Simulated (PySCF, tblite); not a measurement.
# C5H11O2 radical: geometry, infrared bands and EPR parameters

What infrared bands and EPR parameters should C5H11O2 radical (`CO[CH]OC(C)C`) show?

Programs: tblite 0.8.0 and PySCF 2.14.0, with density-fitted response routines of our own. Each step states its level of theory. These are calculated values for one molecule in the gas phase, unless marked as measured. Atoms are numbered from 0 throughout.

## 1. The molecule as given

18 atoms, charge 0, multiplicity 2; geometry from: force field or distance geometry start.

Bonds of the start (Å): C0–O1 1.44, O1–C2 1.35, C2–O3 1.35, O3–C4 1.43, C4–C5 1.53, C4–C6 1.52, C0–H7 1.09, C0–H8 1.09, C0–H9 1.10, C2–H10 1.08, C4–H11 1.10, C5–H12 1.10, C5–H13 1.09, C5–H14 1.09, C6–H15 1.11, C6–H16 1.10, C6–H17 1.10.

## 2. Geometry optimisation with GFN2-xTB

Job settings and geometry (Å):

```
{"job": {"kind": "relax", "xc": "GFN2-xTB", "basis": "xTB"}, "charge": 0, "multiplicity": 2}
C      3.003400     0.255700    -0.175900
O      2.216300     1.453400    -0.074300
C      0.887400     1.205500    -0.067600
O      0.316600    -0.020100    -0.019600
C     -1.113300    -0.012000    -0.108700
C     -1.537900    -1.339200    -0.739200
C     -1.728500     0.153300     1.266400
H      4.057200     0.547700    -0.191900
H      2.772200    -0.276400    -1.104300
H      2.832100    -0.394200     0.695500
H      0.269300     2.088900     0.035100
H     -1.452300     0.794800    -0.777700
H     -1.198500    -2.181900    -0.116700
H     -2.615600    -1.400400    -0.850500
H     -1.077200    -1.450700    -1.721900
H     -1.380000    -0.633400     1.961200
H     -1.436800     1.109500     1.720700
H     -2.823200     0.105800     1.224200
```

Command:

```console
$ OMP_NUM_THREADS=1 python probes_run.py task.json out
```

The driver reads the jobs from task.json and runs them one after another.

**Question.** This job is followed by: GFN2-xTB harmonic vibrations, gas phase; UKS B3LYP, pcH-1 on C H O, non-relativistic, mean-field spin-orbit, GIAO. What will the session give for the following? strongest single infrared mode (GFN2-xTB); zero-point energy (GFN2-xTB); g(iso) (B3LYP); ⟨S²⟩; largest a(iso) (averaged by class); potential on the surface of density 0.002 e/bohr³, 1st and 99th percentile.

As calculated:

| quantity | value |
| --- | --- |
| strongest single infrared mode (GFN2-xTB) | 1278 cm⁻¹, 142 km/mol |
| zero-point energy (GFN2-xTB) | 95.1 kcal/mol |
| g(iso) (B3LYP) | 2.00318 |
| ⟨S²⟩ | 0.753 (exact 0.75) |
| largest a(iso) (averaged by class) | 13C on C2, 273.4 MHz |
| potential on the surface of density 0.002 e/bohr³, 1st and 99th percentile | -1.34 V and 0.80 V |

The optimisation took 179 steps and gained 0.231 eV; among the close pairs (by a distance rule), C0–O1 changed most, from 1.437 to 1.408 Å. No mode is imaginary among the 48: a minimum at this level. The strongest single mode, at 1278 cm⁻¹, is spread over several atoms, H10, H11, C2 among them. Unscaled tight-binding wavenumbers are off by several per cent, some by more. Its intensities can rank the bands wrongly. C2 carries the largest spin population, 0.83 e. The isotropic g lies 0.9 ppt above the free-electron value.
